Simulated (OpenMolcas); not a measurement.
**S: CASSCF and CASPT2 terms and fine-structure levels**

Wanted: the level scheme of S from active-space wave functions, then second-order correlation under several settings.

Program: OpenMolcas 26.06. Level of theory: state-averaged CASSCF and CASPT2, spin-orbit coupling by RASSI with atomic mean-field integrals. These are calculated values, not measurements, unless marked.

1 further run of the same task is left out (set aside as unsound or not needed).

## 1. What is computed

```
Species                           : S (sulfur, Z = 16, 16 electrons)
Basis                             : ANO-RCC-VDZ [4s3p], 13 functions
Scalar Hamiltonian                : DKH2, point nucleus
Inactive shells                   : 1s 2s 2p
Active space                      : 6 electrons in 4 orbitals (3s 3p)
Some configurations of this space : 3p⁶, 3s 3p⁵, 3s² 3p⁴
Orbitals                          : optimised for each spin and parity, averaged over the low roots
```

The outer shells:

3p6
```
3p [↑↓][↑↓][↑↓]
```

3s 3p5
```
3s [↑ ]
3p [↑↓][↑↓][↑ ]
```

3s2 3p4
```
3s [↑↓]
3p [↑↓][↑ ][↑ ]
```

The work runs as a chain of OpenMolcas steps in one folder; each step below is one input file. Labels, J, g values, rates, χT and fits are worked out afterwards by a script from the matrices that RASSI stores.

## 2. One- and two-electron integrals

a.inp

```
&GATEWAY
Coord
1

S 0.0 0.0 0.0
Basis=ANO-RCC-VDZ
Group=XYZ
NoMove
AngMom=0.0 0.0 0.0
AMFI
&SEWARD
```

Command:

```sh
> OMP_NUM_THREADS=1 MOLCAS_MEM=2252 MOLCAS_PROJECT=a pymolcas a.inp > a.log
```

## 3. Reference wave functions, triplets of even parity, 3 roots

a.inp

```
&RASSCF
FileOrb=start.orb
Symmetry=1
Spin=3
nActEl=6 0 0
Inactive=2 3
Ras2=1 3
CIRoot=3 3 1
SDav=3
CIMx=300
Iter=120 100
PrWF=0.3
OrbListing=Nothing
MaxOrb=0
Atom
>>> COPY $Project.JobIph JOB001
```

start.orb holds the contracted functions of the basis, ordered by shell, or the orbitals of the step before.

## 4. CASSCF: singlets of even parity, 6 roots

a.inp

```
&RASSCF
FileOrb=start.orb
Symmetry=1
Spin=1
nActEl=6 0 0
Inactive=2 3
Ras2=1 3
CIRoot=6 6 1
SDav=7
CIMx=300
Iter=120 100
PrWF=0.3
OrbListing=Nothing
MaxOrb=0
Atom
>>> COPY $Project.JobIph JOB002
```

## 5. State interaction with spin-orbit coupling

a.inp

```
&RASSI
NrOfJobIphs=2 3 6
1 2 3
1 2 3 4 5 6
IphNames
JOB001
JOB002
EJob
SpinOrbit
DIPRint=1.0
SOCoupling=1000.0
Subsets=2
MEES
Property=10
'ANGMOM' 1 'ANGMOM' 2 'ANGMOM' 3 'MLTPL  1' 1 'MLTPL  1' 2 'MLTPL  1' 3
'AMFI' 1 'AMFI' 2 'AMFI' 3 'MLTPL  2' 6
SOProperty=3
'ANGMOM' 1 'ANGMOM' 2 'ANGMOM' 3
```

## 6. CASPT2: IPEA 0.6 (closed shells correlated: 2s 2p), extended multistate

a.inp

```
>>> COPY JOB001 $Project.JobIph
&CASPT2
XMultistate=3 1 2 3
Frozen=1 0
IPEA=0.6
MaxIter=60
WThr=0.0 0.3 0.05
PrWF=0.5
NoMix
>>> COPY JOB002 $Project.JobIph
&CASPT2
XMultistate=6 1 2 3 4 5 6
Frozen=1 0
IPEA=0.6
MaxIter=60
WThr=0.0 0.3 0.05
PrWF=0.5
NoMix
```

## 7. CASPT2: IPEA 0.3 (closed shells correlated: 2s 2p), extended multistate

Changes to a.inp since step 6:

```diff
@@ -4,3 +4,3 @@
 Frozen=1 0
-IPEA=0.6
+IPEA=0.3
 MaxIter=60
@@ -13,3 +13,3 @@
 Frozen=1 0
-IPEA=0.6
+IPEA=0.3
 MaxIter=60
```

(Steps that only read results are left out.)

Q: Predict the outcome of this session. Wanted: lowest level; first excited level; lowest level of another term; spin-orbit lowering of the lowest level; strongest of the lines computed, by gA.

**Answer**, as computed:

| quantity | value |
| --- | --- |
| method | XMS-CASPT2, IPEA 0.6 (closed shells correlated: 2s 2p) |
| lowest level | 3s² 3p⁴ ³P₂, 100 % of that term, g = 1.501 |
| ground level listed by NIST | 3P2 |
| first excited level | 3s² 3p⁴ ³P₁ at 371 cm⁻¹ |
| lowest level of another term | 3s² 3p⁴ ¹D₂ at 11550 cm⁻¹ |
| spin-orbit lowering of the lowest level | 188 cm⁻¹ |
| strongest of the lines computed, by gA (one parity, so forbidden lines), at CASSCF energies | 3s² 3p⁴ ¹S₀ → 3s² 3p⁴ ¹D₂, 1029 nm, A = 4.08e-01 s⁻¹ |

Cost and accuracy by method:

```csv
method,time of its own steps,time with the reference,mean absolute difference from the measured levels (cm-1)
A. CASSCF,6.4 s,6.4 s,820
"B. XMS-CASPT2, IPEA 0.6, +2s 2p",0.83 s,7.2 s,910
"C. XMS-CASPT2, IPEA 0.3, +2s 2p",0.78 s,7.2 s,940
```

Times are of one thread on a shared host.

What this shows: The multiplet ³P is inverted; its intervals divided by the larger J differ by 9 % of their mean, where Landé's rule for pure LS coupling makes them equal. Second-order correlation (method B) scales the levels of the lowest configuration above 5000 cm⁻¹ by 0.98. Method A lies closest to the measured levels (820 cm⁻¹ on average) and C farthest (940). Only the configurations of the active space and the roots asked for are present. Not all states of the active space went into the spin-orbit step. CASPT2 does not keep the components of a term degenerate, and the means are used. No d shell is active. Only valence configurations of the active space appear, up to the ionisation limit; * or ° marks odd parity.
